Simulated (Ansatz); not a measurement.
**Al2InAs3: a trial structure relaxed**

Aim: relax a trial structure of Al2InAs3 and see where it ends, then test the end with a random kick.

Method: DFT PBE, scalar-relativistic, plane waves, PAW, in Ansatz 0.2.0.

**1. The structure to begin with**

Symmetry: I-4m2, No. 119, tetragonal system. Conventional cell: a = 4.150 Å, b = 4.150 Å, c = 17.661 Å, α = 90.00°, β = 90.00°, γ = 90.00°. Al (site symmetry 2mm) has 4 As at 2.49 to 2.50 Å as nearest neighbours. In (site symmetry -4m2) has 4 As at 2.64 Å as nearest neighbours. Around As (site symmetry 2mm) lie 2 Al at 2.49 Å and 2 In at 2.64 Å. Around As (site symmetry -4m2) lie 4 Al at 2.50 Å.

Structure file:

```xyz
6
Lattice="-2.0751 2.0751 8.8307 2.0751 -2.0751 8.8307 2.0751 2.0751 -8.8307" Properties=species:S:1:pos:R:3 pbc="T T T"
Al    0.0000    0.0000   14.6473
Al    0.0000    0.0000    3.0142
In    0.0000    0.0000    8.8307
As    2.0751    0.0000    7.1936
As    2.0751    0.0000    1.6371
As    0.0000    2.0751    4.4154
```

The start is the relaxed end of an invented cell (made as: elements ordered on the sites of the AlAs type, Al/In on Al (I-4m2, No. 119)), taken up again for a closer look.

**2. A first look at the guess**

input.yaml

```yaml
crystal:
  lattice:
    - [-2.0750727, 2.0750727, 8.8307467]
    - [2.0750727, -2.0750727, 8.8307467]
    - [2.0750727, 2.0750727, -8.8307467]
  atoms:
    - { symbol: Al, position: [0.829335, 0.829335, 0.0] }
    - { symbol: Al, position: [0.170665, 0.170665, 0.0] }
    - { symbol: In, position: [0.5, 0.5, 0.0] }
    - { symbol: As, position: [0.407304, 0.907304, 0.5] }
    - { symbol: As, position: [0.092696, 0.592696, 0.5] }
    - { symbol: As, position: [0.75, 0.25, 0.5] }
basis:
  ecutwfc: 420
kpoints:
  mp_grid: { grid: [6, 6, 6] }
hamiltonian:
  xc: pbe
scf:
  occupations: { method: gaussian, width: 0.1 }
  lower_state_search: "off"
output:
  forces: true
  stress: true
  eigenvalues: true
```

Launch:

```
> ansatz run input.yaml --threads 4 --pin off --max-ram 8192MiB --backend cpu --events-out ev --progress --plain --runs-dir out
```

The session goes on with these runs: relaxation on the finer mesh; kick test: the unmoved cell on a coarse mesh; random kick, then relaxation.

What does the calculation give? Wanted: conventional cell; volume; energy over the elements; gap on the mesh.

As calculated:

| quantity | value |
| --- | --- |
| symmetry at the end (tolerance 0.02 Å) | space group I-4m2 (No. 119) |
| conventional cell | a = 4.150 Å, b = 4.150 Å, c = 17.661 Å, α = 90.00°, β = 90.00°, γ = 90.00° |
| volume | 25.35 Å³/atom |
| energy over the elements | -0.39 eV/atom |
| gap on the mesh | 0.84 eV |

The space group I-4m2 (No. 119) is kept, at nearly the size of the first guess. It lies below the elements, which doesn't yet make it stable: competing phases were not computed in this session. It survived the kick, though modes of other wave vectors, which need another repeat, weren't probed.

Spin-orbit coupling is left out, though the cell holds In; it can move the gap.
